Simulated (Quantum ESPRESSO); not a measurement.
Crystal: Pt.

```xyz
1
Lattice="0.0000 1.9771 1.9575 1.9575 0.0000 1.9575 1.9575 1.9771 0.0000" Properties=species:S:1:pos:R:3 pbc="T T T"
Pt    0.0000    0.0000    0.0000
```

The cell was built by a generator and needn't be a form met in nature.

Below is the output of Quantum ESPRESSO 7.5 for this cell. Logs are shortened: lines on timing, memory, paths and dates and some standing lists are left out, and cuts for length are marked.

```text
This program is part of the open-source Quantum ESPRESSO suite
     for quantum simulation of materials; please cite
[... 6 lines left out ...]
     using ibrav=0 with symmetry is DISCOURAGED, use correct ibrav instead

     K-points division:     npool     =       4
     Subspace diagonalization in iterative solution of the eigenvalue problem:
     a serial algorithm will be used

     G-vector sticks info
     --------------------
     sticks:   dense  smooth     PW     G-vecs:    dense   smooth      PW
     Sum         847     429    147                16473     5833    1107

     Using Slab Decomposition

     bravais-lattice index     =            0
     lattice parameter (alat)  =       5.2576  a.u.
     unit-cell volume          =     102.2497 (a.u.)^3
     number of atoms/cell      =            1
     number of atomic types    =            1
     number of electrons       =        16.00
     number of Kohn-Sham states=           14
     kinetic-energy cutoff     =      56.0000  Ry
     charge density cutoff     =     450.0000  Ry
     scf convergence threshold =      2.0E-10
     mixing beta               =       0.5000
     number of iterations used =            8  plain     mixing
     Exchange-correlation= SLA  PW   PSX  PSC
                           (   1   4  10   8   0   0   0)

     celldm(1)=   5.257630  celldm(2)=   0.000000  celldm(3)=   0.000000
     celldm(4)=   0.000000  celldm(5)=   0.000000  celldm(6)=   0.000000

     crystal axes: (cart. coord. in units of alat)
               a(1) = (   0.000000   0.710616   0.703580 )
               a(2) = (   0.703580   0.000000   0.703580 )
               a(3) = (   0.703580   0.710616   0.000000 )

     reciprocal axes: (cart. coord. in units 2 pi/alat)
               b(1) = ( -0.710651  0.703615  0.710651 )
               b(2) = (  0.710651 -0.703615  0.710651 )
               b(3) = (  0.710651  0.703615 -0.710651 )

     PseudoPot. # 1 for Pt read from file:
     pt_pbesol_v1.4.uspp.F.UPF
     Pseudo is Ultrasoft + core correction, Zval = 16.0
     Generated by new atomic code, or converted to UPF format
     Using radial grid of  985 points,  6 beta functions with:
                l(1) =   0
                l(2) =   0
                l(3) =   1
                l(4) =   1
                l(5) =   2
                l(6) =   2
     Q(r) pseudized with  8 coefficients,  rinner =    1.300   1.300   1.300
                                                       1.300   1.300

     atomic species   valence    mass     pseudopotential
     Pt               16.00   195.08400     Pt( 1.00)

     16 Sym. Ops., with inversion, found

   Cartesian axes

     site n.     atom                  positions (alat units)
         1        Pt     tau(   1) = (   0.0000000   0.0000000   0.0000000  )

     number of k points=  2393  Methfessel-Paxton smearing, width (Ry)=  0.0147

     Number of k-points >= 100: set verbosity='high' to print them.

     Dense  grid:    16473 G-vectors     FFT dimensions: (  36,  36,  36)

     Smooth grid:     5833 G-vectors     FFT dimensions: (  25,  25,  25)

     Initial potential from superposition of free atoms

     starting charge      15.5000, renormalised to      16.0000

     negative rho (up, down):  1.892E-01 0.000E+00
     Starting wfcs are   12 randomized atomic wfcs +    2 random wfcs

     Self-consistent Calculation

     iteration #  1     ecut=    56.00 Ry     beta= 0.50
     Davidson diagonalization with overlap
     ethr =  1.00E-02,  avg # of iterations =  4.2

     negative rho (up, down):  1.760E-01 0.000E+00

     total energy              =    -210.37920536 Ry
     estimated scf accuracy    <       0.78217758 Ry

     iteration #  2     ecut=    56.00 Ry     beta= 0.50
     Davidson diagonalization with overlap
     ethr =  4.89E-03,  avg # of iterations =  2.0

     negative rho (up, down):  1.766E-01 0.000E+00

     total energy              =    -210.55268553 Ry
     estimated scf accuracy    <       0.00813571 Ry

     iteration #  3     ecut=    56.00 Ry     beta= 0.50
     Davidson diagonalization with overlap
     ethr =  5.08E-05,  avg # of iterations =  3.0

     negative rho (up, down):  1.755E-01 0.000E+00

     total energy              =    -210.55405528 Ry
     estimated scf accuracy    <       0.00074744 Ry

     iteration #  4     ecut=    56.00 Ry     beta= 0.50
     Davidson diagonalization with overlap
     ethr =  4.67E-06,  avg # of iterations =  3.9
[... 19 lines left out ...]
     negative rho (up, down):  1.756E-01 0.000E+00

     total energy              =    -210.55410361 Ry
     estimated scf accuracy    <          2.6E-09 Ry

     iteration #  7     ecut=    56.00 Ry     beta= 0.50
     Davidson diagonalization with overlap
     ethr =  1.60E-11,  avg # of iterations =  3.8

     negative rho (up, down):  1.756E-01 0.000E+00

     total energy              =    -210.55410362 Ry
     estimated scf accuracy    <          8.2E-10 Ry

     iteration #  8     ecut=    56.00 Ry     beta= 0.50
     Davidson diagonalization with overlap
     ethr =  5.15E-12,  avg # of iterations =  2.0

     negative rho (up, down):  1.756E-01 0.000E+00

     End of self-consistent calculation

     Number of k-points >= 100: set verbosity='high' to print the bands.

     the Fermi energy is    22.2514 ev

!    total energy              =    -210.55410362 Ry
     estimated scf accuracy    <          3.4E-12 Ry
     smearing contrib. (-TS)   =      -0.00024279 Ry
     internal energy E=F+TS    =    -210.55386083 Ry

     The total energy is F=E-TS. E is the sum of the following terms:
     one-electron contribution =     -20.34217419 Ry
     hartree contribution      =      24.57805810 Ry
     xc contribution           =     -56.66804330 Ry
     ewald contribution        =    -158.12170144 Ry

     convergence has been achieved in   8 iterations

     negative rho (up, down):  1.756E-01 0.000E+00

     Forces acting on atoms (cartesian axes, Ry/au):

     atom    1 type  1   force =     0.00000000    0.00000000    0.00000000

     Total force =     0.000000     Total SCF correction =     0.000000

     Computing stress (Cartesian axis) and pressure

     negative rho (up, down):  1.756E-01 0.000E+00
          total   stress  (Ry/bohr**3)                   (kbar)     P=      -30.42
  -0.00018237  -0.00000000   0.00000000          -26.83       -0.00        0.00
  -0.00000000  -0.00025572   0.00000000           -0.00      -37.62        0.00
   0.00000000   0.00000000  -0.00018237            0.00        0.00      -26.83

=------------------------------------------------------------------------------=
   JOB DONE.
=------------------------------------------------------------------------------=
```

Problem. Write the input and the command behind it.

Solution. Single point with PBEsol, no spin polarisation. The files as run (others can give the same):

pw.in
```
&CONTROL
  calculation = 'scf'
  prefix = 'pwscf'
  outdir = './tmp'
  pseudo_dir = './pseudo'
  tprnfor = .true.
  tstress = .true.
  disk_io = 'nowf'
  forc_conv_thr = 0.0001
/
&SYSTEM
  ibrav = 0
  nat = 1
  ntyp = 1
  ecutwfc = 56
  ecutrho = 450
  nbnd = 14
  occupations = 'smearing'
  smearing = 'mp'
  degauss = 0.01469973
/
&ELECTRONS
  conv_thr = 2d-10
  electron_maxstep = 120
  mixing_beta = 0.5
/
ATOMIC_SPECIES
Pt   195.0840 pt_pbesol_v1.4.uspp.F.UPF
CELL_PARAMETERS angstrom
   0.0000000000    1.9770885138    1.9575133800
   1.9575133800    0.0000000000    1.9575133800
   1.9575133800    1.9770885138    0.0000000000
ATOMIC_POSITIONS crystal
Pt     0.0000000000    0.0000000000    0.0000000000
K_POINTS automatic
32 32 32 0 0 0
```

Potentials or basis: GBRV 1.5 PBEsol.
Run with:
```console
$ OMP_NUM_THREADS=1 mpirun -n 4 pw.x -nk 4 -in pw.in > pw.out
```
